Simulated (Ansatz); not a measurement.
**GeN₂O: geometry and frequencies at several levels**

One table from this session's results is given with a row withheld; the runs are named, their logs left out.

Computed with Ansatz 0.2.0 (the levels named in each step, unless a step's input says otherwise).

## The starting structure

Bond lengths: O1–N2 1.211 Å, N2–N3 1.265 Å, N2–Ge4 1.852 Å, N3–Ge4 1.866 Å. Angles: O1–N2–N3 134.2°, O1–N2–Ge4 155.1°, N3–N2–Ge4 70.7°, N2–N3–Ge4 69.5°, N2–Ge4–N3 39.8°.

Coordinates:

```xyz
4

O     2.1788    0.1077   -0.4572
N     0.9771    0.2059   -0.3407
N     0.1011    0.9650   -0.8476
Ge   -0.6878   -0.2495    0.3298
```

Set-up of the first run:

The input, input.yaml:

```yaml
crystal:
  periodic: [false, false, false]
  atoms:
    - { symbol: O, position_ang: [2.17882, 0.10771, -0.45718] }
    - { symbol: "N", position_ang: [0.97707, 0.20585, -0.34065] }
    - { symbol: "N", position_ang: [0.10105, 0.965, -0.84764] }
    - { symbol: Ge, position_ang: [-0.68779, -0.24949, 0.32983] }
basis:
  gaussian: { orbitals: def2-SVP }
hamiltonian:
  xc: pbe
  dispersion: d4
relax:
  f_tol: 0.03
  max_steps: 200
```

Started as:

```
$ ansatz run input.yaml --threads 2 --pin off --max-ram 5120MiB --backend cpu --events-out ev --progress --plain --runs-dir out
```

Steps of the session up to this table: A rough first relaxation, PBE-D4/def2-SVP; Relaxation, HF/STO-3G; Frequencies, HF/STO-3G; Relaxation, HF/def2-SVP; Frequencies, HF/def2-SVP; Relaxation, LDA/def2-SVP; Frequencies, LDA/def2-SVP; Relaxation, PBE-D4/def2-SVP; Frequencies, PBE-D4/def2-SVP.

One table of the session follows, with a row left open; its other results are not shown here.

It belongs to the step «Geometries side by side». 

| level | O1–N2 (Å) | N2–N3 (Å) | N2–Ge4 (Å) | dipole (D) | highest frequency (cm⁻¹) |
| --- | --- | --- | --- | --- | --- |
| HF/STO-3G | 1.2544 | 1.3802 | 1.7864 | 2.79 | 1781 |
| HF/def2-SVP | 1.1844 | 1.2714 | 1.9199 | 5.26 | 1787 |
| LDA/def2-SVP | 1.2030 | 1.2905 | 1.9433 | 3.43 | 1734 |
| PBE-D4/def2-SVP | ? | ? | ? | ? | ? |

Estimate the missing values for PBE-D4/def2-SVP.

As computed: O1–N2 (Å): 1.2163; N2–N3 (Å): 1.3049; N2–Ge4 (Å): 1.9704; dipole (D): 3.55; highest frequency (cm⁻¹): 1645. In the column «O1–N2 (Å)» it lies between LDA/def2-SVP (1.2030) and HF/STO-3G (1.2544).
